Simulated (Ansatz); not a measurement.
# GeH7NO (built from SMILES O.[NH2][GeH3]): search for a transition state

Aim: find the saddle point of a four-centre ligand exchange that is to form Ge1–O7, N2–H6 and break Ge1–N2, H6–O7, prove it by its vibrations, and relax downhill on both sides to see what it joins.

Computed with Ansatz 0.2.0, Gaussian basis. Level: PBE0-D4, def2-SVP first, then def2-TZVP.

152 further runs of the same task are left out: 152 set aside as unsound or not needed.

## Step 1: The starting structure

The guess: 10 atoms, charge 0, spin multiplicity 1.

Atoms are counted from 1 here; the program's logs count them from 0.

Bond lengths: Ge1–N2 2.013 Å, Ge1–H3 1.556 Å, Ge1–H4 1.489 Å, Ge1–H5 1.498 Å, Ge1–O7 2.203 Å, N2–H6 1.171 Å, N2–H8 1.012 Å, N2–H9 1.012 Å, O7–H10 0.954 Å. Angles: N2–Ge1–H3 93.5°, N2–Ge1–H4 113.6°, N2–Ge1–H5 113.6°, N2–Ge1–O7 68.1°, H3–Ge1–H4 103.5°, H3–Ge1–H5 102.6°, H3–Ge1–O7 161.3°, H4–Ge1–H5 123.6°, H4–Ge1–O7 82.2°, H5–Ge1–O7 88.3°, Ge1–N2–H6 81.9°, Ge1–N2–H8 116.3°, Ge1–N2–H9 117.9°, H6–N2–H8 114.2°, H6–N2–H9 115.6°, H8–N2–H9 109.0°, Ge1–O7–H10 128.6°.

Geometry (Å):

```xyz
10
GeH7NO
Ge   -0.6823   -0.6420   -0.3812
N     1.1844    0.0504   -0.0876
H    -0.2196   -1.7457   -1.3762
H    -1.2196   -1.4162    0.7712
H    -1.5217    0.2465   -1.2470
H     0.6227    0.7758    0.6407
O    -0.6302    0.9747    1.1144
H     1.8294   -0.5807    0.3704
H     1.6535    0.4921   -0.8683
H    -1.0165    1.8450    1.0636
```

Distances that are to change: Ge1–O7 2.20 Å, N2–H6 1.17 Å, Ge1–N2 2.01 Å, H6–O7 1.35 Å.

## Step 2: Constrained relaxation of the guess

Input file hold/in.yaml:

```yaml
crystal:
  periodic: [false, false, false]
  atoms:
    - {symbol: Ge, position_ang: [-0.682300, -0.642000, -0.381200]}
    - {symbol: N, position_ang: [1.184400, 0.050400, -0.087600]}
    - {symbol: H, position_ang: [-0.219600, -1.745700, -1.376200]}
    - {symbol: H, position_ang: [-1.219600, -1.416200, 0.771200]}
    - {symbol: H, position_ang: [-1.521700, 0.246500, -1.247000]}
    - {symbol: H, position_ang: [0.622700, 0.775800, 0.640700]}
    - {symbol: O, position_ang: [-0.630200, 0.974700, 1.114400]}
    - {symbol: H, position_ang: [1.829400, -0.580700, 0.370400]}
    - {symbol: H, position_ang: [1.653500, 0.492100, -0.868300]}
    - {symbol: H, position_ang: [-1.016500, 1.845000, 1.063600]}
basis:
  gaussian: {orbitals: def2-SVP}
hamiltonian: {xc: pbe0, dispersion: d4}
relax: {f_tol: 0.04, max_steps: 150, escape_saddle: false, constraints: [{distance: [0, 6]}, {distance: [1, 5]}, {distance: [0, 1]}, {distance: [5, 6]}]}
```

Started as:

```bash
$ ansatz run in.yaml --threads 4 --pin off --events-out ev --progress --plain --max-ram 9574MiB
```

The runs that follow: A starting Hessian; Saddle search in the small basis; Saddle search in triple zeta; Checking the order of the point; Relaxing after a step of 0.30 Å one way along the mode; Relaxing after a step of 0.30 Å the other way along the mode.

**Question.** What will these runs give? Wanted: imaginary mode; barrier from the start side; barrier from the end side; energy of the step; pairs that change; zero-point energy at the saddle.

As calculated:

| quantity | value |
| --- | --- |
| imaginary mode | 702i cm⁻¹ |
| barrier from the start side | 101.6 kJ/mol |
| barrier from the end side | 114.0 kJ/mol |
| energy of the step | -12.4 kJ/mol |
| pairs that change | Ge1–O7 formed, N2–H6 formed, Ge1–N2 broken, H6–O7 broken |
| zero-point energy at the saddle | 1.951 eV |

What this shows: One imaginary mode, 702i cm⁻¹, makes this a first-order saddle. The two relaxations end on the structures that were planned. At PBE0-D4/def2-TZVP the electronic barrier is 101.6 kJ/mol, about 41 kT at 298 K, and the step runs 12.4 kJ/mol downhill. A step off the saddle overshot and began above it in energy, so the link to its end is likely but not proven. The ends are the nearest minima, not always the lowest complexes.
